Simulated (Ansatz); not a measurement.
**C2H6BFO (SMILES COB(C)F) at revPBE/def2-SVP**

What is the energy change on altering one bond length of C2H6BFO at revPBE/def2-SVP? 

The calculation is run with Ansatz 0.2.0.

89 further runs of the same task are left out: 89 set aside as unsound or not needed. Runs told in other sessions of the task aren't counted.

## 1. The system as given

C2H6BFO: 11 atoms, total charge 0, spin state singlet. SMILES: `COB(C)F`. Geometry: relaxed at PBE0-D4/def2-TZVP. This is one conformer, not always the lowest.

Bond lengths: C1–O2 1.408 Å, O2–B3 1.348 Å, B3–C4 1.569 Å, B3–F5 1.335 Å, C1–H6 1.092 Å, C1–H7 1.092 Å, C1–H8 1.093 Å, C4–H9 1.094 Å, C4–H10 1.090 Å, C4–H11 1.094 Å. Some angles: C1–O2–B3 123.8°, O2–B3–C4 126.0°, O2–B3–F5 114.4°, C4–B3–F5 119.6°, O2–C1–H6 109.0°, O2–C1–H7 108.9°, O2–C1–H8 112.4°, B3–C4–H9 111.5°, B3–C4–H10 111.3°, B3–C4–H11 111.4°.

## 2. The energy at revPBE/def2-SVP

Contents of run.yaml:

```yaml
crystal:
  periodic: [false, false, false]
  atoms:
    - {symbol: C, position_ang: [-1.364400, 0.711100, 0.538500]}
    - {symbol: O, position_ang: [-0.241000, 1.227800, -0.135300]}
    - {symbol: B, position_ang: [0.818600, 0.482700, -0.508900]}
    - {symbol: C, position_ang: [0.993200, -1.057900, -0.270600]}
    - {symbol: F, position_ang: [1.779200, 1.165200, -1.136000]}
    - {symbol: H, position_ang: [-1.458500, 1.207100, 1.506900]}
    - {symbol: H, position_ang: [-2.259100, 0.924300, -0.050000]}
    - {symbol: H, position_ang: [-1.294000, -0.367700, 0.698100]}
    - {symbol: H, position_ang: [0.947600, -1.307000, 0.794000]}
    - {symbol: H, position_ang: [1.947400, -1.412800, -0.660100]}
    - {symbol: H, position_ang: [0.196300, -1.629800, -0.756000]}
basis:
  gaussian: {orbitals: def2-SVP}
magnetization: {spin_polarized: false}
accuracy: high
output: {orbitals: {seedname: orbitals}}
hamiltonian: {xc: {name: revPBE}}
```

Started as:

```console
$ ansatz run run.yaml --threads 1 --pin off --max-ram 2610MiB --events-out events.jsonl --progress --plain --runs-dir runs
```

What it wrote:

```text
Warning: RAYON_NUM_THREADS=1 ignored (pool sized by the plan → 1); use --threads N
Functional definition: revPBE
  name "revPBE"
  parameter kappa = 1.245
  parameter beta = 0.06672455060314922
  exchange = pbe_x(kappa = kappa, mu = beta*pi^2/3)
  correlation = pbe_c(beta = beta)
2429 factors; integrals over basis functions are off by at most 8.1e-9 eV
mean field evaluation 1: about -7596.9266 eV, gradient 6.7e1 eV
mean field evaluation 2: about -7584.8955 eV, gradient 9.8e1 eV
mean field evaluation 4: about -7606.7912 eV, gradient 5.4e0 eV
mean field evaluation 8: about -7606.8456 eV, gradient 9.8e-2 eV
mean field evaluation 16: about -7606.8456 eV, gradient 7.7e-6 eV
mean field -7606.84557572 eV, -279.5464188027 hartree, gradient 2.5e-8 eV, S^2 0.000000; 0 other end points of the search recorded, 0 dependent functions left out
reference -7606.84558002 eV, -279.5464189606 hartree; 20, 20 occupied and 80, 80 virtual orbitals, 2429 factors
Total energy: -7606.84558002 eV, -279.5464189606 hartree
```

It took 9.6 s on 1 thread of Arm Neoverse V2, shared host; peak memory 0.28 GiB.

## 3. The distorted shape, same level

Contents of in.yaml:

```yaml
crystal:
  periodic: [false, false, false]
  atoms:
    - symbol: C
      position_ang: [-2.212106, 1.307199, 0.837389]
    - symbol: O
      position_ang: [-1.088706, 1.823899, 0.163589]
    - symbol: B
      position_ang: [0.818600, 0.482700, -0.508900]
    - symbol: C
      position_ang: [0.993200, -1.057900, -0.270600]
    - symbol: F
      position_ang: [1.779200, 1.165200, -1.136000]
    - symbol: H
      position_ang: [-2.306206, 1.803199, 1.805789]
    - symbol: H
      position_ang: [-3.106806, 1.520399, 0.248889]
    - symbol: H
      position_ang: [-2.141706, 0.228399, 0.996989]
    - symbol: H
      position_ang: [0.947600, -1.307000, 0.794000]
    - symbol: H
      position_ang: [1.947400, -1.412800, -0.660100]
    - symbol: H
      position_ang: [0.196300, -1.629800, -0.756000]
basis:
  gaussian:
    orbitals: def2-SVP
total_charge: 0
hamiltonian:
  xc: {name: revPBE}
accuracy: high
output:
  orbitals: {seedname: orbitals}
```

Started as:

```console
$ ansatz run in.yaml --threads 1 --pin off --max-ram 2610MiB --events-out events.jsonl --progress --plain --runs-dir runs
```

What it wrote (excerpt; [...] marks lines left out):

```text
Warning: RAYON_NUM_THREADS=1 ignored (pool sized by the plan → 1); use --threads N
[... 6 set-up lines as earlier in the session ...]
2384 factors; integrals over basis functions are off by at most 7.6e-9 eV
mean field evaluation 1: about -7587.6876 eV, gradient 7.7e1 eV
mean field evaluation 2: about -7428.6771 eV, gradient 2.1e2 eV
mean field evaluation 4: about -7600.3867 eV, gradient 3.3e1 eV
mean field evaluation 8: about -7602.4179 eV, gradient 7.0e-1 eV
mean field evaluation 16: about -7602.4124 eV, gradient 2.1e-4 eV
mean field -7602.41239416 eV, -279.3835023853 hartree, gradient 3.6e-8 eV, S^2 0.000000; 0 other end points of the search recorded, 0 dependent functions left out
reference -7602.41239893 eV, -279.3835025604 hartree; 20, 20 occupied and 80, 80 virtual orbitals, 2384 factors
Total energy: -7602.41239893 eV, -279.3835025604 hartree
```

It took 7.8 s on 1 thread of Arm Neoverse V2, shared host; peak memory 0.27 GiB.

## 4. Outcome

Level: revPBE/def2-SVP.

| quantity | value |
| --- | --- |
| first shape: total energy | -279.54642 Eh |
| first shape: HOMO energy | -7.22 eV |
| first shape: LUMO energy | 0.28 eV |
| first shape: HOMO–LUMO gap | 7.50 eV |
| distorted shape: total energy | -279.38350 Eh |
| distorted shape: HOMO energy | -4.40 eV |
| distorted shape: LUMO energy | -2.79 eV |
| distorted shape: HOMO–LUMO gap | 1.60 eV |
| energy change with the O2–B3 bond stretched from 1.348 to 2.427 Å | 4.433 eV |

In words: With the O2–B3 bond stretched from 1.348 to 2.427 Å the energy rises by 4.43 eV (428 kJ/mol). The first shape isn't relaxed at this level, so the change isn't measured from a minimum. A restricted reference can't describe the breaking bond well at this length.
